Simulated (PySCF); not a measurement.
# C6H10Si: electronic excitations

What electronic excitations should C6H10Si (`C=C[C@H]1C=C([SiH3])C1`) show?

Programs: PySCF 2.14.0, with density-fitted response routines of our own. Each step states its level of theory. These are calculated values for one molecule in the gas phase, unless marked as measured. Atoms count from 0, in the outputs and in this text.

### 1 The molecule as given

17 atoms, charge 0, multiplicity 1; geometry from: GFN2-xTB.

Bonds of the start (Å): C0–C1 1.32, C1–C2 1.49, C2–C3 1.51, C3–C4 1.34, C4–Si5 1.87, C4–C6 1.52, C6–C2 1.56, C0–H7 1.08, C0–H8 1.08, C1–H9 1.08, C2–H10 1.09, C3–H11 1.08, Si5–H12 1.46, Si5–H13 1.47, Si5–H14 1.47, C6–H15 1.09, C6–H16 1.09.

### 2 Ultraviolet spectrum: PBE0/def2-SVPD

The job: settings as JSON, then the geometry in Å.

```
{"job": {"kind": "uv", "xc": "PBE0", "basis": "def2-SVPD", "nstates": 8, "ntriplets": 3}, "charge": 0, "multiplicity": 1}
C      3.161603     0.430267     0.426889
C      1.894155     0.564842     0.081031
C      0.818802    -0.409540     0.415105
C     -0.408860     0.185717     1.060807
C     -1.237979    -0.118983     0.056050
Si    -3.054047     0.129058    -0.311569
C     -0.140835    -0.778455    -0.754461
H      3.904963     1.166579     0.171609
H      3.510351    -0.426415     0.980868
H      1.566051     1.434638    -0.474329
H      1.233441    -1.273793     0.939846
H     -0.528717     0.687126     2.004920
H     -3.682870     0.829058     0.808665
H     -3.183757     0.914435    -1.543307
H     -3.683362    -1.179794    -0.512778
H     -0.266336    -1.847540    -0.917611
H      0.090397    -0.295170    -1.702136
```

Level: TDDFT PBE0/def2-SVPD, vertical, gas phase, core orbitals frozen in the response.

Run with:

```sh
$ OMP_NUM_THREADS=1 python probes_run.py task.json out
```

One launch serves the whole session: the jobs run in the order shown.

The program printed:

```text
coarse grid: 14344 points
cycle   1  E = -523.2928399284  dE =  7.648e-01  |g| = 3.619e-01  |ddm| = 6.864e+00
cycle   2  E = -523.2893930329  dE =  3.447e-03  |g| = 3.852e-01  |ddm| = 1.895e+00
cycle   3  E = -523.3306758719  dE = -4.128e-02  |g| = 4.615e-02  |ddm| = 9.706e-01
cycle   4  E = -523.3309767911  dE = -3.009e-04  |g| = 3.165e-02  |ddm| = 2.131e-01
cycle   5  E = -523.3312348509  dE = -2.581e-04  |g| = 6.920e-03  |ddm| = 7.693e-02
cycle   6  E = -523.3312462494  dE = -1.140e-05  |g| = 2.198e-03  |ddm| = 1.805e-02
cycle   7  E = -523.3312474278  dE = -1.178e-06  |g| = 4.554e-04  |ddm| = 5.313e-03
final grid: 132896 points
cycle   8  E = -523.4042529108  dE = -3.126e-05  |g| = 7.089e-03  |ddm| = 1.536e-01
cycle   9  E = -523.4042479729  dE =  4.938e-06  |g| = 8.293e-03  |ddm| = 3.901e-02
cycle  10  E = -523.4042669378  dE = -1.896e-05  |g| = 9.293e-04  |ddm| = 2.151e-02
cycle  11  E = -523.4042671540  dE = -2.162e-07  |g| = 2.358e-04  |ddm| = 2.569e-03
cycle  12  E = -523.4042671669  dE = -1.293e-08  |g| = 8.247e-05  |ddm| = 5.694e-04
cycle  13  E = -523.4042671685  dE = -1.602e-09  |g| = 2.327e-05  |ddm| = 2.110e-04
cycle  14  E = -523.4042671686  dE = -1.210e-10  |g| = 1.030e-05  |ddm| = 8.339e-05
converged SCF energy = -523.4042671686

Static polarisability (au): isotropic 99.550, principal 77.069 83.584 137.996

Singlet excitations
state   eV       nm        f      main configurations
  1   5.9452    208.5   0.11518   H->L 0.71, H-1->L 0.19
  2   6.3498    195.3   0.03605   H-2->L 0.84, H->L 0.08
  3   6.4111    193.4   0.15723   H-1->L 0.51, H->L+1 0.24, H->L 0.10
  4   6.7698    183.1   0.00421   H->L+2 0.69, H->L+1 0.12, H-1->L+2 0.10
  5   6.8643    180.6   0.10244   H->L+1 0.32, H-1->L+1 0.21, H-1->L 0.15
  6   7.2198    171.7   0.10204   H->L+4 0.36, H-1->L+2 0.20, H-1->L+1 0.15
  7   7.3274    169.2   0.17257   H->L+4 0.34, H-1->L+1 0.27
  8   7.3719    168.2   0.11826   H-1->L+2 0.44, H-1->L+1 0.11, H->L+2 0.10

Triplet excitations (Tamm-Dancoff, eV): 4.0707 4.3950 5.7399
```

It took 80 s on 1 thread of Arm Neoverse N1, shared host; peak memory 0.89 GiB.

Frontier orbitals and where they lie:

```csv
orbital,eV,atoms
HOMO−3,-9.50,"Si5 17 %, C6 14 %, C4 12 %"
HOMO−2,-8.34,"C4 25 %, Si5 16 %, C6 15 %"
HOMO−1,-7.65,"C3 18 %, C0 18 %, C1 17 %"
HOMO,-7.26,"C3 19 %, C0 19 %, C4 18 %"
LUMO,-0.38,"C3 27 %, C4 25 %, Si5 10 %"
LUMO+1,0.37,"C0 26 %, C1 24 %, C3 8 %"
LUMO+2,0.59,"Si5 39 %, H14 8 %, H13 8 %"
```

With each of the 8 states as a Gaussian band of 0.4 eV half-width at 1/e, the curve within the window shown has maxima at 194 nm (ε 10,000), 171 nm (ε 17,000) L/(mol cm). Beyond the last state computed it falls off for lack of states. The curve at chosen wavelengths:

```json
{"nm": "162", "ε (L/mol/cm)": "7280"}
{"nm": "165", "ε (L/mol/cm)": "11965"}
{"nm": "168", "ε (L/mol/cm)": "15673"}
{"nm": "170", "ε (L/mol/cm)": "16847"}
{"nm": "173", "ε (L/mol/cm)": "16492"}
{"nm": "176", "ε (L/mol/cm)": "14492"}
{"nm": "179", "ε (L/mol/cm)": "12217"}
{"nm": "182", "ε (L/mol/cm)": "10611"}
{"nm": "184", "ε (L/mol/cm)": "10065"}
{"nm": "187", "ε (L/mol/cm)": "9895"}
{"nm": "190", "ε (L/mol/cm)": "10127"}
{"nm": "193", "ε (L/mol/cm)": "10330"}
{"nm": "196", "ε (L/mol/cm)": "10236"}
{"nm": "198", "ε (L/mol/cm)": "9974"}
{"nm": "201", "ε (L/mol/cm)": "9335"}
{"nm": "204", "ε (L/mol/cm)": "8493"}
{"nm": "207", "ε (L/mol/cm)": "7525"}
{"nm": "210", "ε (L/mol/cm)": "6470"}
{"nm": "212", "ε (L/mol/cm)": "5734"}
{"nm": "215", "ε (L/mol/cm)": "4618"}
{"nm": "218", "ε (L/mol/cm)": "3547"}
{"nm": "221", "ε (L/mol/cm)": "2589"}
{"nm": "224", "ε (L/mol/cm)": "1795"}
{"nm": "226", "ε (L/mol/cm)": "1367"}
{"nm": "229", "ε (L/mol/cm)": "872"}
{"nm": "232", "ε (L/mol/cm)": "530"}
```

Further results of this job:

```csv
property,computed
dipole moment (D),0.39
polarisability (Å³),14.75
HOMO–LUMO gap (eV),6.88
−ε(HOMO) (eV),7.26
```

### 3 What came out

| quantity | value |
| --- | --- |
| lowest singlet (PBE0/def2-SVPD) | 5.95 eV (209 nm), f = 0.115 |
| brightest single state of those computed | state 7, 7.33 eV, f = 0.173 |
| lowest triplet | 4.07 eV |

**Reading.** The lowest singlet, at 5.95 eV, is HOMO→LUMO 0.71, HOMO−1→LUMO 0.19 and is bright; of the 8 states computed, the strongest absorption comes from state 7 at 7.33 eV (the last state computed is bright too, and its partners may lie past the list). The lowest triplet lies 1.87 eV below the lowest singlet (triplets in Tamm-Dancoff, singlets in full TDDFT). States above −ε(HOMO) lie where TDDFT describes them poorly and they hang on the basis; the brightest is among them.
